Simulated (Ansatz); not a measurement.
# GeB26P27: the cost of one run

Method: DFT, PBE, plane-wave PAW, default files, scalar-relativistic, in Ansatz 0.2.0.

1 further run of the same task is left out (it didn't finish).

### Step 1. The system as given

Symmetry: F-43m, No. 216, cubic system. The conventional cell has a = 13.614 Å, b = 13.614 Å, c = 13.614 Å, α = 90.00°, β = 90.00°, γ = 90.00°. Around Ge (site symmetry -43m) lie 4 P at 1.97 Å. B (site symmetry m) has 4 P at 1.97 Å as nearest neighbours. B (site symmetry 3m) has 4 P at 1.97 Å as nearest neighbours. B (site symmetry 2mm) is surrounded by 4 P at 1.97 Å. Around P (site symmetry 3m) lie 1 Ge at 1.97 Å and 3 B at 1.97 Å. Around P (site symmetry 2mm) lie 4 B at 1.97 Å. Around P (site symmetry m) lie 4 B at 1.97 Å. Only part of the 10 independent sites is listed.

Coordinates:

```cif
data_structure
_symmetry_space_group_name_H-M 'P 1'
_symmetry_Int_Tables_number 1
_cell_length_a 9.6266
_cell_length_b 9.6266
_cell_length_c 9.6266
_cell_angle_alpha 60.000
_cell_angle_beta 60.000
_cell_angle_gamma 60.000
_cell_volume 630.81
loop_
_atom_site_label
_atom_site_type_symbol
_atom_site_fract_x
_atom_site_fract_y
_atom_site_fract_z
_atom_site_occupancy
Ge1 Ge 0.00000 0.00000 0.00000 1
B1 B 0.00000 0.00000 0.33333 1
B2 B 0.00000 0.00000 0.66667 1
B3 B 0.00000 0.33333 0.00000 1
B4 B 0.00000 0.33333 0.33333 1
B5 B 0.00000 0.33333 0.66667 1
B6 B 0.00000 0.66667 0.00000 1
B7 B 0.00000 0.66667 0.33333 1
B8 B 0.00000 0.66667 0.66667 1
B9 B 0.33333 0.00000 0.00000 1
B10 B 0.33333 0.00000 0.33333 1
B11 B 0.33333 0.00000 0.66667 1
B12 B 0.33333 0.33333 0.00000 1
B13 B 0.33333 0.33333 0.33333 1
B14 B 0.33333 0.33333 0.66667 1
B15 B 0.33333 0.66667 0.00000 1
B16 B 0.33333 0.66667 0.33333 1
B17 B 0.33333 0.66667 0.66667 1
B18 B 0.66667 0.00000 0.00000 1
B19 B 0.66667 0.00000 0.33333 1
B20 B 0.66667 0.00000 0.66667 1
B21 B 0.66667 0.33333 0.00000 1
B22 B 0.66667 0.33333 0.33333 1
B23 B 0.66667 0.33333 0.66667 1
B24 B 0.66667 0.66667 0.00000 1
B25 B 0.66667 0.66667 0.33333 1
B26 B 0.66667 0.66667 0.66667 1
P1 P 0.08333 0.08333 0.08333 1
P2 P 0.08333 0.08333 0.41667 1
P3 P 0.08333 0.08333 0.75000 1
P4 P 0.08333 0.41667 0.08333 1
P5 P 0.08333 0.41667 0.41667 1
P6 P 0.08333 0.41667 0.75000 1
P7 P 0.08333 0.75000 0.08333 1
P8 P 0.08333 0.75000 0.41667 1
P9 P 0.08333 0.75000 0.75000 1
P10 P 0.41667 0.08333 0.08333 1
P11 P 0.41667 0.08333 0.41667 1
P12 P 0.41667 0.08333 0.75000 1
P13 P 0.41667 0.41667 0.08333 1
P14 P 0.41667 0.41667 0.41667 1
P15 P 0.41667 0.41667 0.75000 1
P16 P 0.41667 0.75000 0.08333 1
P17 P 0.41667 0.75000 0.41667 1
P18 P 0.41667 0.75000 0.75000 1
P19 P 0.75000 0.08333 0.08333 1
P20 P 0.75000 0.08333 0.41667 1
P21 P 0.75000 0.08333 0.75000 1
P22 P 0.75000 0.41667 0.08333 1
P23 P 0.75000 0.41667 0.41667 1
P24 P 0.75000 0.41667 0.75000 1
P25 P 0.75000 0.75000 0.08333 1
P26 P 0.75000 0.75000 0.41667 1
P27 P 0.75000 0.75000 0.75000 1
```

Atom 1 of the input is the impurity.

### Step 2. Single point at the given positions

input.yaml

```yaml
crystal:
  lattice:
    - [0.0, 6.807, 6.807]
    - [6.807, 0.0, 6.807]
    - [6.807, 6.807, 0.0]
  atoms:
    - { symbol: Ge, position: [0.0, 0.0, 0.0], spin: 1.0 }
    - { symbol: B, position: [0.0, 0.0, 0.3333333333] }
    - { symbol: B, position: [0.0, 0.0, 0.6666666667] }
    - { symbol: B, position: [0.0, 0.3333333333, 0.0] }
    - { symbol: B, position: [0.0, 0.3333333333, 0.3333333333] }
    - { symbol: B, position: [0.0, 0.3333333333, 0.6666666667] }
    - { symbol: B, position: [0.0, 0.6666666667, 0.0] }
    - { symbol: B, position: [0.0, 0.6666666667, 0.3333333333] }
    - { symbol: B, position: [0.0, 0.6666666667, 0.6666666667] }
    - { symbol: B, position: [0.3333333333, 0.0, 0.0] }
    - { symbol: B, position: [0.3333333333, 0.0, 0.3333333333] }
    - { symbol: B, position: [0.3333333333, 0.0, 0.6666666667] }
    - { symbol: B, position: [0.3333333333, 0.3333333333, 0.0] }
    - { symbol: B, position: [0.3333333333, 0.3333333333, 0.3333333333] }
    - { symbol: B, position: [0.3333333333, 0.3333333333, 0.6666666667] }
    - { symbol: B, position: [0.3333333333, 0.6666666667, 0.0] }
    - { symbol: B, position: [0.3333333333, 0.6666666667, 0.3333333333] }
    - { symbol: B, position: [0.3333333333, 0.6666666667, 0.6666666667] }
    - { symbol: B, position: [0.6666666667, 0.0, 0.0] }
    - { symbol: B, position: [0.6666666667, 0.0, 0.3333333333] }
    - { symbol: B, position: [0.6666666667, 0.0, 0.6666666667] }
    - { symbol: B, position: [0.6666666667, 0.3333333333, 0.0] }
    - { symbol: B, position: [0.6666666667, 0.3333333333, 0.3333333333] }
    - { symbol: B, position: [0.6666666667, 0.3333333333, 0.6666666667] }
    - { symbol: B, position: [0.6666666667, 0.6666666667, 0.0] }
    - { symbol: B, position: [0.6666666667, 0.6666666667, 0.3333333333] }
    - { symbol: B, position: [0.6666666667, 0.6666666667, 0.6666666667] }
    - { symbol: P, position: [0.0833333333, 0.0833333333, 0.0833333333] }
    - { symbol: P, position: [0.0833333333, 0.0833333333, 0.4166666667] }
    - { symbol: P, position: [0.0833333333, 0.0833333333, 0.75] }
    - { symbol: P, position: [0.0833333333, 0.4166666667, 0.0833333333] }
    - { symbol: P, position: [0.0833333333, 0.4166666667, 0.4166666667] }
    - { symbol: P, position: [0.0833333333, 0.4166666667, 0.75] }
    - { symbol: P, position: [0.0833333333, 0.75, 0.0833333333] }
    - { symbol: P, position: [0.0833333333, 0.75, 0.4166666667] }
    - { symbol: P, position: [0.0833333333, 0.75, 0.75] }
    - { symbol: P, position: [0.4166666667, 0.0833333333, 0.0833333333] }
    - { symbol: P, position: [0.4166666667, 0.0833333333, 0.4166666667] }
    - { symbol: P, position: [0.4166666667, 0.0833333333, 0.75] }
    - { symbol: P, position: [0.4166666667, 0.4166666667, 0.0833333333] }
    - { symbol: P, position: [0.4166666667, 0.4166666667, 0.4166666667] }
    - { symbol: P, position: [0.4166666667, 0.4166666667, 0.75] }
    - { symbol: P, position: [0.4166666667, 0.75, 0.0833333333] }
    - { symbol: P, position: [0.4166666667, 0.75, 0.4166666667] }
    - { symbol: P, position: [0.4166666667, 0.75, 0.75] }
    - { symbol: P, position: [0.75, 0.0833333333, 0.0833333333] }
    - { symbol: P, position: [0.75, 0.0833333333, 0.4166666667] }
    - { symbol: P, position: [0.75, 0.0833333333, 0.75] }
    - { symbol: P, position: [0.75, 0.4166666667, 0.0833333333] }
    - { symbol: P, position: [0.75, 0.4166666667, 0.4166666667] }
    - { symbol: P, position: [0.75, 0.4166666667, 0.75] }
    - { symbol: P, position: [0.75, 0.75, 0.0833333333] }
    - { symbol: P, position: [0.75, 0.75, 0.4166666667] }
    - { symbol: P, position: [0.75, 0.75, 0.75] }
magnetization:
  spin_polarized: true
kpoints:
  mp_grid: { grid: [3, 3, 3] }
scf:
  occupations: { method: fermi_dirac, width: 0.01 }
hamiltonian:
  xc: pbe
  pseudopotentials: { kind: paw }
output:
  forces: true
  stress: true
  populations: true
  efg:
    quadrupole_moments_barn: { Ge: -0.196, B: 0.04059 }
    contact_densities: true
```

Launch:

```bash
$ ansatz run input.yaml --threads 1 --pin off --max-ram 3072MiB --backend cpu --events-out ev --progress --plain --runs-dir out
```

What time and memory should one allow on 1 thread of Intel Xeon Platinum 8488C (Sapphire Rapids), shared host?

About 2.6 min, with a peak of 1.7 GiB.
